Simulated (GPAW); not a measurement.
# RuF2 (R-3m) in GPAW: single point with PBEsol+U

Aim: the single point of RuF2 with PBEsol+U.

Everything below comes from runs of GPAW 26.7.0. Logs are shortened: lines on timing, memory, paths and dates and some standing lists are left out, and cuts for length are marked. The log counts tension as positive stress, the text compression.

### Step 1. The crystal as given

The structure is trigonal, space group R-3m (No. 166). The conventional cell has a = 2.953 Å, b = 2.953 Å, c = 13.393 Å, α = 90.00°, β = 90.00°, γ = 120.00°. Around Ru (site symmetry -3m) lie 6 F at 2.02 Å. F (site symmetry 3m) has 3 Ru at 2.02 Å as nearest neighbours.

The cell was built by a generator and needn't be a form met in nature.

### Step 2. Single point, PBEsol+U, collinear spin, zero start

run.py

```python
from ase.dft.bandgap import bandgap
from ase.io import read, write
from ase.units import GPa
from gpaw import GPAW, PW, setup_paths

setup_paths.insert(0, '.')

atoms = read('POSCAR')
atoms.set_initial_magnetic_moments([0.0, 0.0, 0.0])

calc = GPAW(mode=PW(800),
            xc='PBEsol',
            kpts={'size': (7, 7, 7), 'gamma': True},
            occupations={'name': 'methfessel-paxton', 'order': 0, 'width': 0.05},
            setups={'Ru': ':d,8.0'},
            spinpol=True,
            nbands=28,
            convergence={'density': 1e-05, 'energy': 1e-05},
            maxiter=150,
            txt='gpaw.txt')
atoms.calc = calc
energy = atoms.get_potential_energy()
forces = atoms.get_forces()
stress = atoms.get_stress()
calc.write('gs.gpw')
write('result.traj', atoms)
print(f'Energy: {energy:.6f} eV')
print('Forces (eV/A):')
print(forces.round(4))
print('Stress (GPa):', (stress / GPa).round(3))
print('Moments:', calc.get_magnetic_moments().round(3))
print('Fermi level:', round(calc.get_fermi_level(), 4), 'eV')
print(f'Gap: {bandgap(calc)[0]:.4f} eV, direct: {bandgap(calc, direct=True)[0]:.4f} eV')
```

POSCAR

```
RuF2
1.0
    1.4766179388      0.8525257645      4.4643721500
   -1.4766179388      0.8525257645      4.4643721500
    0.0000000000     -1.7050515289      4.4643721500
Ru F
1 2
Direct
    0.0000000000      0.0000000000      0.0000000000
    0.2520000000      0.2520000000      0.2520000000
    0.7480000000      0.7480000000      0.7480000000
```

Potentials or basis: PAW data sets generated in the run's folder for this functional, pw.

The run is started by

```sh
gpaw-setup -f PBEsol F Ru
OMP_NUM_THREADS=1 python run.py
```

gpaw.txt:

```text
__  _  _
 | _ |_)|_||  |
 |__||  | ||/\| - 26.7.0

Input parameters:
  mode=PW(ecut=800.0),
  convergence={'density': 1e-05, 'energy': 1e-05},
  kpts=MonkhorstPack(size=(7, 7, 7), gamma=True),
  maxiter=150,
  nbands=28,
  occupations=Occupations(name='methfessel-paxton', order=0, width=0.05),
  setups={'Ru': ':d,8.0'},
  spinpol=True,
  xc=XC(name='PBEsol')

Diagonalizing LCAO Hamiltonian
Converting LCAO to pw mode

       F

       F

       Ru

Atoms  # Å, Bohr magnetons
|   | symbol |         x |        y |         z |    initial magnetic moments |
|---|--------|-----------|----------|-----------|-----------------------------|
| 0 |     Ru |  0.000000 | 0.000000 |  0.000000 | ( 0.0000,  0.0000,  0.0000) |
| 1 |      F | -0.000000 | 0.000000 |  3.375065 | ( 0.0000,  0.0000,  0.0000) |
| 2 |      F |  0.000000 | 0.000000 | 10.018051 | ( 0.0000,  0.0000,  0.0000) |

Unit cell  # Å
| periodic |         x |         y |        z |  lengths |    angles |
|----------|-----------|-----------|----------|----------|-----------|
|      yes |  1.476618 |  0.852526 | 4.464372 | 4.778893 | 35.996439 |
|      yes | -1.476618 |  0.852526 | 4.464372 | 4.778893 | 35.996439 |
|      yes |  0.000000 | -1.705052 | 4.464372 | 4.778893 | 35.996439 |

Number of symmetries: 12
Symmetry operations  # r_c * U_cc + t_c -> r_c
|    | kind |            matrix            |
|----|------|------------------------------|
|  0 |  E   |  1, 0, 0,  0, 1, 0,  0, 0, 1 |
|  1 |  σ   |  1, 0, 0,  0, 0, 1,  0, 1, 0 |
|  2 |  σ   |  0, 1, 0,  1, 0, 0,  0, 0, 1 |
|  3 |  C3  |  0, 1, 0,  0, 0, 1,  1, 0, 0 |
|  4 |  C3  |  0, 0, 1,  1, 0, 0,  0, 1, 0 |
|  5 |  σ   |  0, 0, 1,  0, 1, 0,  1, 0, 0 |
|  6 |  C2  |  0, 0,-1,  0,-1, 0, -1, 0, 0 |
|  7 |  S6  |  0, 0,-1, -1, 0, 0,  0,-1, 0 |
|  8 |  S6  |  0,-1, 0,  0, 0,-1, -1, 0, 0 |
|  9 |  C2  |  0,-1, 0, -1, 0, 0,  0, 0,-1 |
| 10 |  C2  | -1, 0, 0,  0, 0,-1,  0,-1, 0 |
| 11 |  i   | -1, 0, 0,  0,-1, 0,  0, 0,-1 |

BZ-sampling:
  Number of BZ points: 343
  Number of IBZ points: 44

  Monkhorst-Pack size: [7, 7, 7]
  Monkhorst-Pack shift: [0, 0, 0]

K-points  # in reciprocal-cell coordinates
|     |                                coordinates |     weight |
|-----|--------------------------------------------|------------|
|   0 | (  0.00000000,   0.00000000,   0.00000000) | 0.00291545 |
|   1 | (  0.14285714,   0.00000000,  -0.14285714) | 0.01749271 |
|   2 | (  0.14285714,   0.00000000,   0.00000000) | 0.01749271 |
|   3 | (  0.14285714,   0.14285714,  -0.14285714) | 0.01749271 |
|   4 | (  0.14285714,   0.14285714,   0.00000000) | 0.01749271 |
|   5 | (  0.14285714,   0.14285714,   0.14285714) | 0.00583090 |
|   6 | (  0.28571429,  -0.14285714,  -0.14285714) | 0.01749271 |
|   7 | (  0.28571429,   0.00000000,  -0.28571429) | 0.01749271 |
|   8 | (  0.28571429,   0.00000000,  -0.14285714) | 0.03498542 |
|   9 | (  0.28571429,   0.00000000,   0.00000000) | 0.01749271 |
| ... |                                            |            |
|  43 | (  0.42857143,   0.42857143,   0.42857143) | 0.00583090 |

Plane wave coefficients: 1750
Cutoff: 800.0 eV

Spin-components: 2 (collinear spins)
Bands:           28
Projectors:      16
Spin-degeneracy: 1
Datatype:        complex128

Parallelization:
  kpt:    1
  domain: 1
  band:   1

Density:
  Valence electrons: 30.0
  Components: 2
  Grid points: [32 32 32]
  Charge: 0.0  # |e|

Potential:
  Grid points: [32 32 32]

species:
  Ru:
    name:    Ruthenium
    Z:       44.0
    valence: 16
    core:    28
    charge:  0.0  # [|e|]
    Hubbard: {U: 8.0,  # eV
              l: 2,
              scale: True}
    compensation charges:
      type: gauss
      rc: 0.39  # [Å]
      lmax: 2
    cutoffs:
      filter: 2.16  # [Å]
      core: 1.30  # [Å]
    projectors
    | kind |    occ | energy [eV] | rcut [Å] |
    |------|--------|-------------|----------|
    |   4s |  2.000 |     -76.260 |    1.281 |
    |   5s |  1.000 |      -4.265 |    1.281 |
    |   4p |  6.000 |     -46.387 |    1.286 |
    |   5p |  0.000 |      -0.866 |    1.286 |
    |   4d |  7.000 |      -5.218 |    1.254 |
    |    d |        |      21.994 |    1.254 |

    Using partial waves for Ru as LCAO basis

  F:
    name:    Fluorine
    Z:       9.0
    valence: 7
    core:    2
    charge:  0.0  # [|e|]
    compensation charges:
      type: gauss
      rc: 0.20  # [Å]
      lmax: 2
    cutoffs:
      filter: 1.14  # [Å]
      core: 0.74  # [Å]
    projectors
    | kind |    occ | energy [eV] | rcut [Å] |
    |------|--------|-------------|----------|
    |   2s |  2.000 |     -29.719 |    0.635 |
    |   2p |  5.000 |     -11.050 |    0.635 |
    |    s |        |      -2.507 |    0.635 |
    |    p |        |      16.162 |    0.635 |
    |    d |        |       0.000 |    0.635 |

    Using partial waves for F as LCAO basis

Reference energy: -128594.065036  # eV

eigensolver:
  PPCG
  Converge bands: occupied
  niter=2

density mixing:
  MSR1-Mixer
  Pratt-step length: 0.05
  Maximum mixing coefficient: 0.75
  Old densities: 10
  SVD Regularization: 0.005
  Good broyden scale: 1.0
  Trust region scale: 1.0
  Backstep threshold: 4.0
  History deletion threshold: 6.0
  Fourier metric: weight=20.0, sigma=0.015

occupation numbers:
  Methfessel-Paxton:
    width: 0.0500  # eV
    order: 0

poisson solver:
  ecut: 6400.0  # eV

xc functional:
  name: PBEsol with 2 nearest neighbor stencil

convergence criteria:
- Maximum integral of absolute [dens]ity change: 1e-05 electrons / valence electron
- Maximum [total energy] change in last 3 cyles: 1e-05 eV / valence electron
- Maximum integral of absolute [eigenst]ate change: 4e-08 eV^2 / valence electron
maximum number of iterations: 150

SCF iterations
|iter     | |      energy | eigst |  dens |  magmom |
|---------|-|-------------|-------|-------|---------|
|iter:   1| |   -8.709190 | -0.05 |       |  +0.0000|
|iter:   2| |   -9.232144 | -2.50 | -1.32 |  -0.0000|
|iter:   3| |  -14.170688 | -1.31 | -1.36 |  -0.0000|
|iter:   4| |  -15.460007 | -2.11 | -1.74 |  -0.0000|
|iter:   5| |  -15.592478 | -2.71 | -2.16 |  -0.0000|
|iter:   6| |  -15.595375 | -3.94 | -2.74 |  -0.0000|
|iter:   7| |  -15.595523 | -5.04 | -3.26 |  -0.0000|
|iter:   8| |  -15.595580c| -6.18 | -3.77 |  +0.0000|
|iter:   9| |  -15.595612c| -6.56 | -4.11 |  +0.0000|
|iter:  10| |  -15.595626c| -6.34 | -4.23 |  +0.0000|
|iter:  11| |  -15.595626c| -7.83c| -4.69 |  +0.0000|
|iter:  12| |  -15.595626c| -8.34c| -5.49c|  +0.0000|

Converged in 12 steps
Energy contributions relative to reference atoms: (reference = -128594.065036)

Energy contributions:
  Kinetic:          61.818667
  Coulomb:         -52.509010
  Zero:             -1.156890
  External:          0.000000
  Xc:              -23.748393
  Entropy:           0.000000
  Spinorbit:         0.000000
  ----------------------------
  Free energy:     -15.595626
  Extrapolated:    -15.595626

dipole moment: (-0.000000, -0.000000, -45.428098)  # |e|*Ang

Total magnetic moment: (0.000000, 0.000000, 0.000000)

Local magnetic moments
|        x |        y |         z |
|----------|----------|-----------|
| 0.000000 | 0.000000 |  0.000000 |  # Ru   0
| 0.000000 | 0.000000 | -0.000000 |  # F    1
| 0.000000 | 0.000000 | -0.000000 |  # F    2

Fermi level: 7.142
Eigenvalues  # (at kpt = [0.000, 0.000, 0.000])
| band index |      eig [eV] | occ [0-1] |      eig [eV] | occ [0-1] |
|------------|---------------|-----------|---------------|-----------|
|          0 |       -64.382 |     1.000 |       -64.382 |     1.000 |
|        ... |               |           |               |           |
|          7 |        -1.135 |     1.000 |        -1.135 |     1.000 |
|          8 |        -1.134 |     1.000 |        -1.134 |     1.000 |
|          9 |         1.205 |     1.000 |         1.205 |     1.000 |
|         10 |         1.205 |     1.000 |         1.205 |     1.000 |
|         11 |         1.598 |     1.000 |         1.598 |     1.000 |
|         12 |         2.041 |     1.000 |         2.041 |     1.000 |
[... 8 lines left out ...]
|         21 |        25.507 |     0.000 |        25.507 |     0.000 |
|         22 |        25.657 |     0.000 |        25.657 |     0.000 |
|        ... |               |           |               |           |
|         27 |        35.357 |     0.000 |        35.357 |     0.000 |

Gap: 5.887 eV
Transition (v -> c):
  (s=1, k=36, n=14, [0.43, 0.29, 0.29]) -> (s=1, k=0, n=15, [0.00, 0.00, 0.00])
Direct/indirect transitions are different
Direct gap: 5.917 eV
Transition at: (s=1, k=0, n=14, [0.00, 0.00, 0.00])

Forces  # eV/Ang
|       x |        y |        z |
|---------|----------|----------|
| 0.00000 |  0.00000 |  0.00000 |  # Ru   0
| 0.00000 | -0.00000 | -1.64554 |  # F    1
| 0.00000 |  0.00000 |  1.64554 |  # F    2

Stress tensor  # eV/Ang^3
|         x |         y |         z |
|-----------|-----------|-----------|
| -0.223653 |  0.000000 | -0.000000 |
|  0.000000 | -0.223653 |  0.000000 |
| -0.000000 |  0.000000 | -0.110533 |

# Writing to gs.gpw (mode='')
```

stdout:

```text
<dir> UserWarning: The angles between your unit-cell vectors are 36.0, 36.0 and 36.0 degrees.  Results may be wrong!  Please Niggli-reduce your unit-cell so that the angles are closer to 90 degrees:

  from ase.build import niggli_reduce
  niggli_reduce(atoms)

  warnings.warn(
Energy: -15.595626 eV
Forces (eV/A):
[[ 0.      0.      0.    ]
 [ 0.     -0.     -1.6455]
 [ 0.      0.      1.6455]]
Stress (GPa): [-35.833 -35.833 -17.709   0.     -0.      0.   ]
Moments: [ 0. -0. -0.]
Fermi level: 7.1423 eV
Gap: 5.8867 eV, direct: 5.9166 eV
```

It took 2 min on 1 thread of Arm Neoverse V2, shared host; peak memory 0.3 GiB.

Results:

* Free energy: -15.5956 eV
* Pressure: 29.8 GPa
* Largest force: 1.646 eV/Å
* Band gap on the k mesh: 5.89 eV, indirect (least direct gap 5.92 eV)
* Net moment: 0.00 μB per cell

Forces on the atoms (eV/Å):
```
Ru   0.000  0.000  0.000
F    0.000  0.000 -1.646
F    0.000  0.000  1.646
```

Levels at points of the mesh, in eV from the valence-band top:
Spin up:
```csv
k point,band 13,band 14,band 15,band 16,band 17,band 18
"(0.00, 0.00, 0.00)",-1.47,-1.46,-0.03,5.89,8.49,8.49
```
Spin down:
| k point | band 11 | band 12 | band 13 | band 14 | band 15 | band 16 | band 17 | band 18 | band 19 | band 20 |
| --- | --- | --- | --- | --- | --- | --- | --- | --- | --- | --- |
| (0.00, 0.00, 0.00) | -2.30 | -1.91 | -1.47 | -1.46 | -0.03 | 5.89 | 8.49 | 8.49 | 11.39 | 15.79 |

Caveat: a pressure of tens of GPa on the cell as given is suspect, and the run, the potentials or the cell itself is likely at fault; an odd mesh through Γ misses points on the zone boundary, where band edges often lie; forces of over 1 eV/Å show positions far from the minimum, so gaps and moduli don't describe the material at rest; the program warned that so skewed a cell can give wrong results.
